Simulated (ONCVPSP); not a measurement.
# An ONCV potential for Ge, from input to tests

Task: generate the file, and judge it by its errors in other configurations, its logarithmic derivatives, its ghosts and its cutoff.

Method: ONCVPSP 4.0.1, PW91, scalar-relativistic.

### Step 1. Settings

The settings as typed:

| Property | Result |
| --- | --- |
| element | germanium (Ge, Z = 32) |
| type | optimised norm-conserving Vanderbilt (ONCV) |
| frozen core | [Ar] |
| valence charge | 14 |
| reference configuration | 3d10 4s1.5 4p2.5 |
| partial waves | 4s: rc 1.80 bohr, ncon 4, nbas 8, qcut 3.7 1/bohr, 2 projectors, debl 2.7 Ha; 4p: rc 2.05 bohr, ncon 4, nbas 7, qcut 4.6 1/bohr, 1 projector; 3d: rc 0.95 bohr, ncon 4, nbas 9, qcut 17.3 1/bohr, 2 projectors, debl 3.1 Ha; f scattering state at 0.09 Ha: rc 2.25 bohr, ncon 4, nbas 9, qcut 4.7 1/bohr, 2 projectors, debl 1.8 Ha |
| local potential | polynomial inside 0.80 bohr (lpopt 5, dvloc0 4 Ha) |
| core correction | Teter function, fcfact 1.75, rcfact 1.25 |

### Step 2. Generating the potential

Input file Ge.dat:

```
# ATOM AND REFERENCE CONFIGURATION
# atsym  z   nc   nv     iexc    psfile
  Ge 32.00    5    3  -109134      upf
#
#   n    l    f
    1    0    2.00
    2    0    2.00
    2    1    6.00
    3    0    2.00
    3    1    6.00
    3    2   10.00
    4    0    1.50
    4    1    2.50
#
# PSEUDOPOTENTIAL AND OPTIMIZATION
# lmax
    3
#
#   l,   rc,      ep,       ncon, nbas, qcut
    0    1.80    0.00    4    8    3.70
    1    2.05    0.00    4    7    4.60
    2    0.95    0.00    4    9   17.30
    3    2.25    0.09    4    9    4.70
#
# LOCAL POTENTIAL
# lloc, lpopt,  rc(5),   dvloc0
    4    5    0.80    4.00
#
# VANDERBILT-KLEINMAN-BYLANDER PROJECTORs
# l, nproj, debl
    0    2    2.70
    1    1    3.20
    2    2    3.10
    3    2    1.80
#
# MODEL CORE CHARGE
# icmod, fcfact, rcfact
    3    1.75    1.25
#
# LOG DERIVATIVE ANALYSIS
# epsh1, epsh2, depsh
   -3.00    5.00    0.02
#
# OUTPUT GRID
# rlmax, drl
    6.00    0.01
#
# TEST CONFIGURATIONS
# ncnf
    4
# nvcnf
#   n    l    f
    3
    3    2   10.00
    4    0    2.00
    4    1    2.00
#
    3
    3    2   10.00
    4    0    2.00
    4    1    1.00
#
    3
    3    2   10.00
    4    0    2.00
    4    1    0.00
#
    3
    3    2   10.00
    4    0    0.00
    4    1    0.00
#
```

Run with:

```console
$ oncvpsp.x < Ge.dat > Ge.out
```

**Question.** What will these runs give? Wanted: cutoffs for 1 and 0.1 mHa per electron, occupied waves; bound ghosts; GHOST(+) flags; largest test error; largest phase difference near zero energy, channels read; rms error of d²Exc/dn², without and with the model core.

**Answer**, as computed:

```
                                                quantity                                         value
  cutoffs for 1 and 0.1 mHa per electron, occupied waves                             117 Ha and 130 Ha
                                            bound ghosts                                s at -46.41 eV
                                          GHOST(+) flags                        p at 19 eV, f at 38 eV
                            largest test error (AE − PS)  -5.3 meV, for 3d10 4s2 4p0 (1 test unsolved)
largest phase difference near zero energy, channels read                                     0.023 rad
 rms error of d²Exc/dn², without and with the model core                             6.77 and 5.68 mHa
```

In words: A bound ghost (s) makes it unfit for use: electrons can fall into a state that the atom doesn't have. By total energies transferability is good where solved: the largest error is 5.3 meV on 19.1 eV, for 3d10 4s2 4p0. Atomic tests can pass in spite of a ghost, since they solve only for the levels asked. Of the tests 1 gave no usable energy difference, which is a warning in itself. It counts as very hard, with 117 Ha needed at the looser tolerance. At the looser tolerance the 3d wave is the slowest; 4s needs 12 Ha. Near zero energy the phases of the channels with partial waves agree within 0.023 rad. The pseudo curves have poles with no partner nearby in the atom's: s at -1.71 Ha, p at 0.63 Ha. At positive energy that is a spurious or a displaced resonance. The program also flags highly localised states, GHOST(+) (p, f). All of this concerns the isolated atom, not yet a solid.
